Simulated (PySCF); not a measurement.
# BLYP/def2-SVP run of GaHCl2O (SMILES [OH][Ga]([Cl])[Cl])

What is the energy change on altering one bond length of GaHCl2O at BLYP/def2-SVP? Input form: a Python script.

The results are computed with PySCF 2.14.0.

1 further run of the same task is left out (set aside as unsound or not needed).

## 1. The molecule

The species is GaHCl2O (5 atoms), meant as a singlet with charge 0. SMILES: `[OH][Ga]([Cl])[Cl]`. The shape is that of a PBE0-D4/def2-TZVP optimisation.

Bond lengths: O1–Ga2 1.765 Å, Ga2–Cl3 2.109 Å, Ga2–Cl4 2.123 Å, O1–H5 0.961 Å. Angles: O1–Ga2–Cl3 118.8°, O1–Ga2–Cl4 120.6°, Cl3–Ga2–Cl4 120.6°, Ga2–O1–H5 112.9°.

## 2. The energy at BLYP/def2-SVP

Input file calc.py:

```python
# [OH][Ga]([Cl])[Cl]
from pyscf import gto, dft

mol = gto.Mole()
mol.atom = '''
O      0.254500     1.354600     0.245900
Ga     0.118500    -0.394500     0.056800
Cl     1.500000    -1.634900     1.057700
Cl    -1.407900    -1.236300    -1.155800
H     -0.415200     1.837400    -0.246000
'''
mol.charge = 0
mol.verbose = 3
mol.max_memory = 1860
mol.basis = 'def2-svp'
mol.build()

mf = dft.RKS(mol, xc='blyp')
mf.grids.level = 5
mf.conv_tol = 1e-10
mf.kernel()
if not mf.converged:
    mf = mf.newton().run(mf.mo_coeff, mf.mo_occ)

energy = mf.e_tot
print('E(%s) = %.9f' % ('BLYP', energy))
```

Run with:

```console
$ OMP_NUM_THREADS=1 python calc.py
```

The program printed:

```text
converged SCF energy = -2920.66680299009
E(BLYP) = -2920.666802990
```

It took 18 s on 1 thread of Intel Xeon at 2.70GHz, shared host; peak memory 0.45 GiB.

## 3. The distorted shape, same level

Input file run.py:

```python
from pyscf import gto, dft

mol = gto.M(
    atom='''
O      1.113670     2.103671     0.929433
Ga     0.856668    -1.201648     0.572086
Cl     3.467324    -3.545665     2.463513
Cl    -2.027810    -2.792420    -1.719396
H     -0.784614     3.472183    -0.464873
''',
    spin=0,
    max_memory=1860,
    basis='def2-svp',
    verbose=3,
    unit='bohr',
)

mf = dft.RKS(mol)
mf.xc = 'blyp'
mf.grids.level = 5
mf.conv_tol = 1e-10
mf.kernel()
if not mf.converged:
    mf = mf.newton().run(mf.mo_coeff, mf.mo_occ)

energy = mf.e_tot
print('Final energy', energy)
```

Run with:

```console
$ OMP_NUM_THREADS=1 python run.py
```

The program printed:

```text
converged SCF energy = -2920.59199830678
Final energy -2920.591998306779
```

Wall time 20 s (1 thread of Intel Xeon at 2.70GHz, shared host); peak memory 0.46 GiB.

## 4. Results

At BLYP/def2-SVP:

```
                                                         quantity           value
                                        first shape: total energy  -2920.66680 Eh
                                       first shape: dipole moment          1.52 D
                                         first shape: HOMO energy        -7.42 eV
                                         first shape: LUMO energy        -2.19 eV
                                       first shape: HOMO–LUMO gap         5.22 eV
                                    distorted shape: total energy  -2920.59200 Eh
                                   distorted shape: dipole moment          1.77 D
                                     distorted shape: HOMO energy        -7.19 eV
                                     distorted shape: LUMO energy        -3.44 eV
                                   distorted shape: HOMO–LUMO gap         3.75 eV
energy change with the O1–H5 bond stretched from 0.961 to 1.442 Å        2.036 eV
```

**Reading.** With the O1–H5 bond stretched from 0.961 to 1.442 Å the energy rises by 2.04 eV (196 kJ/mol). The first shape isn't relaxed at this level, so the change isn't measured from a minimum. Mulliken charges (distorted shape) run from -0.41 on O1 to +0.50 on Ga2; they depend strongly on the basis.
